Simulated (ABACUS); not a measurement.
Crystal: Bi2Te3 (Tellurobismuthite).

```
Bi Te
1.0
     2.19300    1.26613   10.16567
    -2.19300    1.26613   10.16567
     0.00000   -2.53226   10.16567
Bi Te
2 3
Direct
  0.60000 0.60000 0.60000
  0.40000 0.40000 0.40000
  0.79050 0.79050 0.79050
  0.20950 0.20950 0.20950
  0.00000 0.00000 0.00000
```

Base run:

* Program: ABACUS 3.10.1
* Functional: PBE
* Potentials or basis: SPMS ONCV 1.0 PBE
* Cutoff: 1129 eV
* Density cutoff: 4517 eV
* Basis: plane waves
* k mesh: 5 × 5 × 5
* Occupations: fermi-dirac, width 0.05 eV
* Spin: no spin polarisation

Its results: band gap on the k mesh 0.29 eV, direct; pressure 2.0 GPa; largest force 0.016 eV/Å.

Question: The run is repeated on the same cell with these changes: potentials or basis from SPMS ONCV 1.0 PBE to GBRV ultrasoft 1.5 PBE; cutoff from 1129 eV to 544 eV; density cutoff from 4517 eV to 4354 eV; radial cutoff of the potentials (pseudo_rcut) from 7 bohr to 10 bohr; valence electrons from 78 to 48. What comes out?

Answer: Band gap on the k mesh 0.28 eV, direct; pressure 1.5 GPa; largest force 0.018 eV/Å.

Caveats: spin-orbit coupling is left out, which as a rule narrows the gap of such compounds by several tenths of an eV; an odd mesh through Γ misses points on the zone boundary, where band edges often lie.
